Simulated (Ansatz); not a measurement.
**MgO: how the settings move a single-point run**

Question: which choices in the input matter for MgO?

The COD entry's cell or inner coordinates are ideal or old and differ from later refinements, so a difference from it is no clean test against experiment.

Program: Ansatz 0.2.0. Level of theory: reference: DFT, r2SCAN, PAW with Ansatz's default frozen-core files, scalar-relativistic; levels and slopes on a fine mesh, independent-particle optical spectra. These are calculated values, not measurements.

### 1 Starting point

The structure is cubic, space group Fm-3m (No. 225). The conventional cell has a = 4.204 Å, b = 4.204 Å, c = 4.204 Å, α = 90.00°, β = 90.00°, γ = 90.00°. Mg (site symmetry m-3m) has 6 O at 2.10 Å as nearest neighbours. O (site symmetry m-3m) is surrounded by 6 Mg at 2.10 Å.

Structure file:

```xyz
2
Lattice="0.0000 2.1022 2.1022 2.1022 0.0000 2.1022 2.1022 2.1022 0.0000" Properties=species:S:1:pos:R:3 pbc="T T T"
Mg    0.0000    0.0000    0.0000
O     2.1022    2.1022    2.1022
```

### 2 The reference run

Input file input.yaml:

```yaml
crystal:
  lattice:
    - [0.0, 2.10216714754, 2.10216714754]
    - [2.10216714754, 0.0, 2.10216714754]
    - [2.10216714754, 2.10216714754, 0.0]
  atoms:
    - { symbol: Mg, position: [0.0, 0.0, 0.0] }
    - { symbol: O, position: [0.5, 0.5, 0.5] }
kpoints:
  mp_grid: { grid: [10, 10, 10] }
scf:
  occupations: { method: fixed }
hamiltonian:
  xc: r2scan
  pseudopotentials: { kind: paw }
output:
  forces: true
  stress: true
  eigenvalues: true
  eigenstates:
    nscf_kmesh: { grid: [16, 16, 16] }
    de_dk: true
    e_range: [-9, 15.68488697454]
  optics:
    e_range: [0, 25]
    de: 0.2
    sigma: 0.15
    bands: { spectra_wanted_up_to: 25 }
    nscf_kmesh: { grid: [16, 16, 16] }
checkpoint:
  write: ck
  write_wavefunctions: false
```

Command:

```console
ansatz run input.yaml --threads 1 --pin off --max-ram 3072MiB --backend cpu --events-out ev --progress --plain --runs-dir out
```

### 3 Variant: ecutwfc 300 eV

Changes to input.yaml since step 2:

```diff
@@ -32 +32,3 @@
   write_wavefunctions: false
+basis:
+  ecutwfc: "300 eV"
```

Q: Predict the outcome of this session. Wanted: for each run, ending; energy change; pressure; gap; force.

The runs gave:

| run | ending | energy change | pressure (GPa) | gap (eV) | force (eV/Å) | cycles | time |
| --- | --- | --- | --- | --- | --- | --- | --- |
| reference | converged | 0 | 0.0 | 5.68 | 0.00 | - | 21 s |
| 1: ecutwfc 300 eV | converged | +217.3 meV/atom | 1.2 | 5.62 | 0.00 | 9 | 15 s |

Residual by cycle in the longest SCF loop of each run; runs are numbered as in the table. The quantity is the density residual dr2, in eV.

| cycle | reference | run 1 |
| --- | --- | --- |
| 1 | 0.0103 | 0.0163 |
| 2 | 0.00163 | 0.00689 |
| 3 | 8.5e-5 | 0.00324 |
| 4 | 5.7e-6 | 6.7e-5 |
| 5 | 7.8e-8 | 7.2e-7 |
| 6 | 2.5e-9 | 3.0e-9 |
| 7 | 4.6e-10 | 2.2e-9 |
| 8 | 5.5e-12 | 2.8e-11 |
| 9 | - | 2.0e-12 |

What this shows: Changing the cutoff moves the energy by +217.3 meV/atom, and the pressure goes from 0.0 to 1.2 GPa and the gap on the mesh goes from 5.68 to 5.62 eV. The log warns that the cutoff is under what these potentials recommend, so the shift is basis error. Run 1 ran under the cutoff that the potentials recommend, as the log warns, so basis error is mixed into its values.

The gaps are Kohn-Sham values of a semilocal functional, not quasiparticle or optical gaps. Such gaps usually fall short of the measured ones.
